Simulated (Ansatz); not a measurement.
# YHgTe2: the cost of one run

Computed with Ansatz 0.2.0 (DFT PBE, scalar-relativistic, plane waves, PAW, unless a step's input says otherwise).

### Step 1. The structure to begin with

Symmetry: P6/mmm, No. 191, hexagonal system. The conventional cell has a = 5.118 Å, b = 5.118 Å, c = 6.451 Å, α = 90.00°, β = 90.00°, γ = 120.00°. Y (site symmetry 6/mmm) has 2 Hg at 3.23 Å as nearest neighbours. Hg (site symmetry 6/mmm) is surrounded by 6 Te at 2.95 Å and 2 Y at 3.23 Å. Te (site symmetry -6m2) has 3 Hg at 2.95 Å and 3 Te at 2.95 Å as nearest neighbours.

Coordinates:

```cif
data_structure
_symmetry_space_group_name_H-M 'P6/mmm'
_symmetry_Int_Tables_number 191
_cell_length_a 5.1181
_cell_length_b 5.1181
_cell_length_c 6.4512
_cell_angle_alpha 90.000
_cell_angle_beta 90.000
_cell_angle_gamma 120.000
_cell_volume 146.35
loop_
_atom_site_label
_atom_site_type_symbol
_atom_site_symmetry_multiplicity
_atom_site_Wyckoff_symbol
_atom_site_fract_x
_atom_site_fract_y
_atom_site_fract_z
_atom_site_occupancy
Y1 Y 1 b 0.00000 0.00000 0.50000 1
Hg1 Hg 1 a 0.00000 0.00000 0.00000 1
Te1 Te 2 c 0.33333 0.66667 0.00000 1
```

Recipe of the guess: random cell by space group and Wyckoff sites (P6/mmm, No. 191). The dimensions are guesses.

### Step 2. The guess as it stands, on a coarse mesh

The input, input.yaml:

```yaml
crystal:
  lattice:
    - [5.11811969, 0.0, 0.0]
    - [-2.55905984, 4.43242167, 0.0]
    - [0.0, 0.0, 6.45119142]
  atoms:
    - { symbol: "Y", position: [0.0, 0.0, 0.5] }
    - { symbol: Hg, position: [0.0, 0.0, 0.0] }
    - { symbol: Te, position: [0.33333333, 0.66666667, 0.0] }
    - { symbol: Te, position: [0.66666667, 0.33333333, 0.0] }
basis:
  ecutwfc: 420
kpoints:
  mp_grid: { grid: [6, 6, 4] }
hamiltonian:
  xc: pbe
scf:
  occupations: { method: gaussian, width: 0.1 }
  lower_state_search: "off"
output:
  forces: true
  stress: true
  eigenvalues: true
```

Command:

```console
$ ansatz run input.yaml --threads 1 --pin off --max-ram 2560MiB --backend cpu --events-out ev --progress --plain --runs-dir out
```

**Question.** How long does this run take on 1 thread of Arm Neoverse V1, shared host, and how much memory does it need?

About 6.6 s, with a peak of 0.43 GiB.
